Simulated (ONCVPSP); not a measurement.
**Pseudopotential generation for promethium: ONCV, PBE**

Aim: build the potential from the settings below, then test how well it stands in for the atom: other configurations, scattering, ghost states and the plane-wave cutoff that it needs.

The numbers are computed with ONCVPSP 4.0.1.1 (patched build) (PBE, scalar-relativistic, spin-unpolarised reference atom).

## (1) Settings

Typed settings, in words:

```json
{"element": "promethium (Pm, Z = 61)", "type": "optimised norm-conserving Vanderbilt (ONCV)", "frozen core": "[Kr] 4d10", "valence charge": "15", "reference configuration": "4f4.5 5s2 5p6 5d0.5 6s2", "partial waves": "5s+6s: rc 2.40 bohr, ncon 4, nbas 8, qcut 6.4 1/bohr, 2 projectors; 5p: rc 2.65 bohr, ncon 3, nbas 8, qcut 4 1/bohr, 2 projectors, debl 0.4 Ha; 5d: rc 3.75 bohr, ncon 4, nbas 9, qcut 3.4 1/bohr, 2 projectors, debl 1 Ha; 4f: rc 1.60 bohr, ncon 3, nbas 8, qcut 11.4 1/bohr, 2 projectors, debl 3.7 Ha", "local potential": "polynomial inside 1.00 bohr (lpopt 5, dvloc0 4 Ha)", "core correction": "Teter function, fcfact 5.5, rcfact 1.4"}
```

The nodes and maxima of the atom's own shells, from an earlier all-electron run, set the scale for the radii.

All-electron outer shells of the reference configuration (PBE, scalar-relativistic, ld1.x):

```tsv
shell	level (eV)	outermost node (bohr)	outermost maximum (bohr)
4d	-125.86	0.29	0.60
5s	-43.52	0.70	1.29
5p	-24.00	0.75	1.46
4f	-4.67	–	0.63
6s	-3.76	1.72	3.63
5d	-2.32	0.85	2.12
6p	-1.29	2.06	4.84
```

## (2) Generation

Input file Pm.dat:

```
# ATOM AND REFERENCE CONFIGURATION
# atsym  z   nc   nv     iexc    psfile
  Pm 61.00    9    5        4      upf
#
#   n    l    f
    1    0    2.00
    2    0    2.00
    2    1    6.00
    3    0    2.00
    3    1    6.00
    3    2   10.00
    4    0    2.00
    4    1    6.00
    4    2   10.00
    4    3    4.50
    5    0    2.00
    5    1    6.00
    5    2    0.50
    6    0    2.00
#
# PSEUDOPOTENTIAL AND OPTIMIZATION
# lmax
    3
#
#   l,   rc,      ep,       ncon, nbas, qcut
    0    2.40    0.00    4    8    6.40
    1    2.65    0.00    3    8    4.00
    2    3.75    0.00    4    9    3.40
    3    1.60    0.00    3    8   11.40
#
# LOCAL POTENTIAL
# lloc, lpopt,  rc(5),   dvloc0
    4    5    1.00    4.00
#
# VANDERBILT-KLEINMAN-BYLANDER PROJECTORs
# l, nproj, debl
    0    2    2.90
    1    2    0.40
    2    2    1.00
    3    2    3.70
#
# MODEL CORE CHARGE
# icmod, fcfact, rcfact
    3    5.50    1.40
#
# LOG DERIVATIVE ANALYSIS
# epsh1, epsh2, depsh
   -3.00    5.00    0.02
#
# OUTPUT GRID
# rlmax, drl
    6.00    0.01
#
# TEST CONFIGURATIONS
# ncnf
    4
# nvcnf
#   n    l    f
    5
    4    3    5.00
    5    0    2.00
    5    1    6.00
    5    2    0.00
    6    0    2.00
#
    5
    4    3    5.00
    5    0    2.00
    5    1    6.00
    5    2    0.00
    6    0    1.00
#
    5
    4    3    5.00
    5    0    2.00
    5    1    6.00
    5    2    0.00
    6    0    0.00
#
    5
    4    3    4.00
    5    0    2.00
    5    1    6.00
    5    2    0.00
    6    0    0.00
#
```

The run is started by

```console
$ oncvpsp.x < Pm.dat > Pm.out
```

Q: Predict the outcome of this session. Wanted: cutoffs for 1 and 0.1 mHa per electron, occupied waves; bound ghosts; GHOST(+) flags; largest phase difference near zero energy, channels read; rms error of d²Exc/dn², without and with the model core; projector energies reset by the program.

**Answer**, as computed:

```
                                                quantity                   value
  cutoffs for 1 and 0.1 mHa per electron, occupied waves         52 Ha and 57 Ha
                                            bound ghosts         s at -141.53 eV
                                          GHOST(+) flags  p at 45 eV, d at 94 eV
largest phase difference near zero energy, channels read               0.003 rad
 rms error of d²Exc/dn², without and with the model core       6.84 and 2.39 mHa
                 projector energies reset by the program     p: -0.882, 0.250 Ha
```

It has a bound ghost (s), a state that the atom doesn't have, and that rules the file out. It counts as hard, with 52 Ha needed at the looser tolerance. At the looser tolerance the 4f wave is the slowest; 5s needs 11 Ha. Near zero energy the phases of the channels with partial waves agree within 0.003 rad. The program also flags highly localised states, GHOST(+) (p, d).
